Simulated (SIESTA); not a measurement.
GaGe3 under changes of volume

One of the cells (19.971 Å³/atom); the others are scaled copies at fixed shape and fractional positions:

```
CELL_PARAMETERS angstrom
4.30680 0.00000 0.00000
0.00000 4.30680 0.00000
0.00000 0.00000 4.30680
ATOMIC_POSITIONS crystal
Ge 0.50000 0.50000 0.00000
Ge 0.50000 0.00000 0.50000
Ge 0.00000 0.50000 0.50000
Ga 0.00000 0.00000 0.00000
```

The cell comes from a database or a generator and needn't be the stable form of this composition.

| Property | Result |
| --- | --- |
| Program | SIESTA 5.4.2 |
| Functional | PBE |
| Potentials or basis | PseudoDojo 0.4 standard (PBE files) |
| Basis | DZP (energy shift 0.003 Ry; two zetas on semicore shells) |
| Grid cutoff | 800 Ry |
| Energy shift | 0.003 Ry |
| k mesh | 6 × 6 × 6 |
| Occupations | fermi-dirac, width 0.05 eV |
| Spin | no spin polarisation |

```csv
volume (Å³/atom),energy over the lowest point (meV/atom),pressure (GPa)
18.405,?,?
18.796,8.60,3.4
19.188,2.07,1.9
19.971,0.00,-0.5
20.363,1.98,-1.2
20.754,6.61,-2.5
```

Question: What does the run at 18.405 Å³/atom give?

Answer: Energy over the lowest point 18.23 meV/atom; pressure 4.5 GPa.

Worked out: A Birch-Murnaghan fit of order 3 (a polynomial in V^(-2/3)) to the other rows has its minimum at 19.74 Å³/atom with B0 = V·E''(V) = 55 GPa (rough, since the energies scatter). It gives 19.43 meV/atom at 18.405 Å³/atom, against the run's 18.23, and -dE/dV = 5.5 GPa, against 4.5.

Energies are extrapolated to zero smearing.

Caveats: the basis of atomic orbitals isn't converged, which shifts pressures, moduli and gaps.
